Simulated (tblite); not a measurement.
# C46H48B2S2: the cost of one run

Computed with tblite 0.8.0 and PySCF 2.14.0 and routines of our own; the level stands in each step. Atoms count from 0.

### Step 1. The system as given

98 atoms, charge 0, multiplicity 1; geometry from: force field, distance geometry or constructed start.

### Step 2. Optimising the geometry with GFN2-xTB

Job settings and geometry (Å):

```
{"job": {"kind": "relax", "xc": "GFN2-xTB", "basis": "xTB"}, "charge": 0, "multiplicity": 1}
C      7.970400    -4.315400     3.327900
C      7.204500    -3.307000     2.503800
C      7.548400    -3.100900     1.173000
C      6.856700    -2.147900     0.388500
C      7.250500    -2.012100    -1.052400
C      5.828400    -1.363500     0.984900
B      5.050200    -0.268000     0.119700
C      3.481600    -0.281400     0.099300
C      2.661600     0.821500    -0.126300
C      1.297000     0.496300    -0.105100
C      0.234100     1.388800    -0.301000
C     -1.059100     0.855700    -0.241500
S     -2.520400     1.661700    -0.421300
C     -3.476000     0.283500    -0.212300
B     -5.052300     0.274800    -0.234600
C     -5.833700     1.363300    -1.093100
C     -6.857100     2.154000    -0.505700
C     -7.252500     2.007600     0.942900
C     -7.543900     3.100100    -1.281600
C     -7.205100     3.309900    -2.620100
C     -7.967900     4.316600    -3.440300
C     -6.213400     2.530400    -3.214100
C     -5.527400     1.550700    -2.474000
C     -4.491400     0.730900    -3.216700
C     -5.844100    -0.827100     0.613700
C     -5.563700    -1.028600     1.997800
C     -4.519000    -0.224000     2.747200
C     -6.249500    -2.015400     2.713800
C     -7.239800    -2.787100     2.102600
C     -8.007500    -3.796800     2.910000
C     -7.558800    -2.562400     0.764000
C     -6.868700    -1.610100     0.003200
C     -7.247800    -1.457800    -1.451900
C     -2.656900    -0.824900     0.017900
C     -1.298700    -0.495400    -0.008400
C     -0.235700    -1.387900     0.184200
C      1.055700    -0.857700     0.125500
S      2.517900    -1.658600     0.311900
C      5.845600     0.825900    -0.724200
C      6.861900     1.614800    -0.112800
C      7.246600     1.455300     1.342800
C      7.568400     2.557600    -0.872100
C      7.245400     2.789100    -2.218900
C      8.011400     3.797500    -3.018700
C      6.245400     2.018300    -2.821100
C      5.556000     1.029700    -2.110000
C      4.522400     0.227100    -2.860000
C      5.530300    -1.544000     2.370900
C      4.488600    -0.735400     3.103700
C      6.214200    -2.528900     3.104000
H      8.310500    -5.164500     2.698100
H      8.853900    -3.821300     3.791200
H      7.321400    -4.732300     4.132500
H      8.334700    -3.689500     0.726700
H      7.808600    -1.063700    -1.203000
H      6.351300    -2.025000    -1.702300
H      7.911600    -2.851300    -1.389500
H      3.035900     1.833200    -0.295800
H      0.404300     2.442900    -0.479400
H     -6.352700     2.030300     1.590100
H     -7.908800     2.846800     1.277100
H     -7.804000     1.062600     1.091000
H     -8.336500     3.688500    -0.840900
H     -8.846500     3.824800    -3.904300
H     -7.315500     4.736000    -4.241500
H     -8.318300     5.157500    -2.805900
H     -5.973200     2.683000    -4.262300
H     -3.501900     1.242900    -3.144400
H     -4.400800    -0.298500    -2.818100
H     -4.757000     0.628100    -4.282700
H     -3.532200    -0.726300     2.667200
H     -4.782800    -0.158400     3.827900
H     -4.443900     0.812500     2.377300
H     -6.022200    -2.173100     3.761900
H     -7.368700    -4.225300     3.707300
H     -8.344100    -4.635100     2.260100
H     -8.895200    -3.308700     3.366300
H     -8.354000    -3.144100     0.315100
H     -7.897300    -2.293700    -1.798600
H     -7.804500    -0.514100    -1.593700
H     -6.342900    -1.471200    -2.088800
H     -3.037400    -1.828300     0.185300
H     -0.402400    -2.444900     0.377000
H      7.892900     2.288400     1.683500
H      6.332800     1.475700     1.978700
H      7.799200     0.514800     1.486700
H      8.355900     3.144400    -0.419900
H      8.346600     4.636700    -2.371900
H      8.893900     3.312800    -3.474700
H      7.374500     4.227200    -3.823700
H      6.025300     2.183600    -3.869100
H      4.448700    -0.815900    -2.487600
H      4.777100     0.159400    -3.937700
H      3.535700     0.720600    -2.776700
H      3.504500    -1.242400     3.038700
H      4.754900    -0.632100     4.177300
H      4.393200     0.292900     2.700900
H      5.975200    -2.679200     4.147000
```

Launch:

```console
OMP_NUM_THREADS=8 python large_run.py task.json out
```

This one command runs all jobs of the session in turn.

**Question.** How long does this first job take on 8 threads of Intel Xeon Platinum 8488C, shared host, and how much memory does it need?

About 13 s, with a peak of 0.2 GiB.
